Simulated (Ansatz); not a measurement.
# C₂H₂OTe: how energies converge with the basis set

How large a basis does C₂H₂OTe need? Two functionals are run in growing sets.

The runs use Ansatz 0.2.0, Gaussian basis; one geometry, several basis sets.

Levels to be run: PBE0-D4/def2-SVP; ωB97M-V/def2-SVP; PBE0-D4/def2-QZVPP; ωB97M-V/def2-QZVPP; the functionals' def2-TZVPP values are taken from earlier runs.

## (1) The relaxed structure

The geometry comes from an earlier relaxation with PBE0-D4 in a triple-zeta def2 set; it is a stationary point. Te takes the def2 core potential; no spin-orbit term is included.

6 atoms, charge 0, spin multiplicity 1.

Atoms are counted from 1 here; the program's logs count them from 0.

Bond lengths: Te1–C2 1.959 Å, Te1–H5 1.671 Å, C2–C3 1.423 Å, C3–O4 1.215 Å, C3–H6 1.122 Å. Angles: C2–Te1–H5 95.5°, Te1–C2–C3 119.8°, C2–C3–O4 128.6°, C2–C3–H6 109.3°, O4–C3–H6 121.7°.

Coordinates:

| atom | x (Å) | y (Å) | z (Å) |
| --- | --- | --- | --- |
| Te1 | -1.23949 | -0.16217 | -1.31596 |
| C2 | 0.32785 | 0.34452 | -0.25473 |
| C3 | 0.48541 | -0.17069 | 1.06233 |
| O4 | 0.10442 | 0.30491 | 2.11318 |
| H5 | -0.79157 | 0.68979 | -2.68142 |
| H6 | 1.15537 | -1.07036 | 1.03039 |

## (2) PBE0-D4 in def2-SVP

File in.yaml:

```yaml
crystal:
  periodic: [false, false, false]
  atoms:
    - {symbol: Te, position_ang: [-1.239489, -0.162168, -1.315961]}
    - {symbol: C, position_ang: [0.327849, 0.344517, -0.254726]}
    - {symbol: C, position_ang: [0.485410, -0.170687, 1.062330]}
    - {symbol: O, position_ang: [0.104424, 0.304912, 2.113180]}
    - {symbol: H, position_ang: [-0.791568, 0.689790, -2.681416]}
    - {symbol: H, position_ang: [1.155374, -1.070364, 1.030395]}
basis:
  gaussian: {orbitals: def2-SVP}
hamiltonian: {xc: pbe0, dispersion: d4}
output: {orbitals: {seedname: orbitals}}
```

Started as:

```bash
> ansatz run in.yaml --threads 2 --pin off --events-out ev --progress --plain --max-ram 4352MiB
```

The runs that follow: ωB97M-V in def2-SVP; PBE0-D4 in def2-QZVPP; ωB97M-V in def2-QZVPP.

Before running them: what should the planned runs give, taken together? Wanted: PBE0-D4: double and triple zeta above quadruple; ωB97M-V: double and triple zeta above quadruple.

The runs gave:

| quantity | value |
| --- | --- |
| PBE0-D4: double and triple zeta above quadruple | 5.55, 0.29 eV |
| ωB97M-V: double and triple zeta above quadruple | 5.74, 0.28 eV |

For PBE0-D4 the step from double to triple zeta gains 5.26 eV and the next only 0.29 eV. Total energies overstate the basis error of differences, where much of it tends to cancel.
